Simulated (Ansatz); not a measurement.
# Si2H6 + CH4: a complex and its separated parts

Aim: how far the complex at one end of a reaction step lies below its separated, relaxed parts, level by level.

The runs use Ansatz 0.2.0, Gaussian basis; PBE0-D4/def2-TZVP structures, single points in def2-TZVPP, no counterpoise correction.

Levels: SPW92, PBE-D4, BLYP-D4, r2SCAN-D4, B97M-V, PBE0-D4, B3LYP-D4, r2SCAN0-D4, BHLYP-D4, CAM-B3LYP-D4, wB97X-V, wB97M-V, B2PLYP, PBE-QIDH, RPA on PBE, Hartree-Fock, MP2, CCSD, CCSD(T).

Cores are frozen in the correlated methods. B3LYP uses VWN-RPA correlation. B2PLYP carries no dispersion term here.

94 further runs of the same task are left out: 94 set aside as unsound or not needed.

### 1 Starting geometry

The complex: 13 atoms, charge 0, spin multiplicity 1.

Atoms are counted from 1 here; the program's logs count them from 0.

Bond lengths: Si1–H2 1.487 Å, Si1–H3 1.488 Å, Si1–H4 1.487 Å, Si1–Si5 2.339 Å, Si5–H8 1.487 Å, Si5–H9 1.488 Å, Si5–H10 1.488 Å, H6–C7 1.090 Å, C7–H11 1.090 Å, C7–H12 1.090 Å, C7–H13 1.090 Å. Angles: H2–Si1–H3 108.6°, H2–Si1–H4 108.8°, H2–Si1–Si5 110.5°, H3–Si1–H4 108.6°, H3–Si1–Si5 109.8°, H4–Si1–Si5 110.5°, Si1–Si5–H8 110.7°, Si1–Si5–H9 110.1°, Si1–Si5–H10 110.1°, H8–Si5–H9 108.6°, H8–Si5–H10 108.6°, H9–Si5–H10 108.6°, H6–C7–H11 109.4°, H6–C7–H12 109.5°, H6–C7–H13 109.5°, H11–C7–H12 109.4°, H11–C7–H13 109.5°, H12–C7–H13 109.5°.

Geometry (Å):

```mol
CH10Si2
  3D, bonds by distance, orders not assigned

 13 11  0  0  0  0  0  0  0  0999 V2000
   -1.2383   -0.2893    1.1851 Si  0  0
   -1.4108   -1.4302    0.2468 H   0  0
   -2.0908   -0.5260    2.3816 H   0  0
   -1.6978    0.9560    0.5144 H   0  0
    1.0003   -0.0925    1.8328 Si  0  0
    0.6021   -0.6280   -2.0379 H   0  0
    0.1909    0.3061   -2.4198 C   0  0
    1.8717    0.1425    0.6509 H   0  0
    1.4475   -1.3379    2.5129 H   0  0
    1.1615    1.0466    2.7763 H   0  0
    0.5225    0.4545   -3.4471 H   0  0
    0.5384    1.1352   -1.8038 H   0  0
   -0.8975    0.2631   -2.3921 H   0  0
  1  2  8  0
  1  3  8  0
  1  4  8  0
  1  5  8  0
  5  8  8  0
  5  9  8  0
  5 10  8  0
  6  7  8  0
  7 11  8  0
  7 12  8  0
  7 13  8  0
M  END
```

Its parts: Si2H6 holds atoms 1, 2, 3, 4, 5, 8, 9, 10; CH4 holds atoms 6, 7, 11, 12, 13. Each part counts its atoms afresh in its own runs.

### 2 Relaxing Si2H6 alone

File relax-a/in.yaml:

```yaml
crystal:
  periodic: [false, false, false]
  atoms:
    - {symbol: Si, position_ang: [-1.238283, -0.289277, 1.185116]}
    - {symbol: H, position_ang: [-1.410766, -1.430221, 0.246841]}
    - {symbol: H, position_ang: [-2.090767, -0.525965, 2.381619]}
    - {symbol: H, position_ang: [-1.697774, 0.956017, 0.514355]}
    - {symbol: Si, position_ang: [1.000327, -0.092511, 1.832837]}
    - {symbol: H, position_ang: [1.871660, 0.142470, 0.650883]}
    - {symbol: H, position_ang: [1.447476, -1.337948, 2.512924]}
    - {symbol: H, position_ang: [1.161518, 1.046573, 2.776283]}
basis:
  gaussian: {orbitals: def2-TZVP}
hamiltonian: {xc: pbe0, dispersion: d4}
relax: {f_tol: 0.005, max_steps: 200}
```

Started as:

```sh
ansatz run in.yaml --threads 4 --pin off --events-out ev --progress --plain --max-ram 9574MiB
```

Further steps of the session: Relaxing CH4 alone; SPW92/def2-TZVPP; PBE-D4/def2-TZVPP; BLYP-D4/def2-TZVPP; r2SCAN-D4/def2-TZVPP; B97M-V/def2-TZVPP; PBE0-D4/def2-TZVPP; B3LYP-D4/def2-TZVPP; r2SCAN0-D4/def2-TZVPP; BHLYP-D4/def2-TZVPP; CAM-B3LYP-D4/def2-TZVPP; wB97X-V/def2-TZVPP; wB97M-V/def2-TZVPP; B2PLYP/def2-TZVPP; PBE-QIDH/def2-TZVPP; RPA on PBE/def2-TZVPP; CCSD(T)/def2-TZVPP; Vibrations of Si2H6; Vibrations of CH4.

Q: Predict the outcome of this session. Wanted: complex less parts, CCSD(T)/def2-TZVPP; with zero-point energy; largest T1 diagnostic.

**Answer**, as computed:

| quantity | value |
| --- | --- |
| complex less parts, CCSD(T)/def2-TZVPP | -0.88 kcal/mol |
| with zero-point energy | -0.40 kcal/mol |
| largest T1 diagnostic | 0.013 |

At CCSD(T) the complex lies 0.88 kcal/mol below its parts. The functionals run from BLYP-D4, off by -0.01 kcal/mol, to B2PLYP, off by +0.88 kcal/mol, against CCSD(T). By rung, the mean size of the error is: LDA 0.70, GGA 0.21, meta-GGA 0.07, hybrid 0.21, range-separated hybrid 0.17, double hybrid 0.66 kcal/mol. PBE-D4 gives a relative energy 0.41 kcal/mol too low, an error of 46 % of the reference. No counterpoise was applied, and triple zeta lacks some correlation, so the CCSD(T) reference has a basis error of its own, and close matches with it are partly luck.
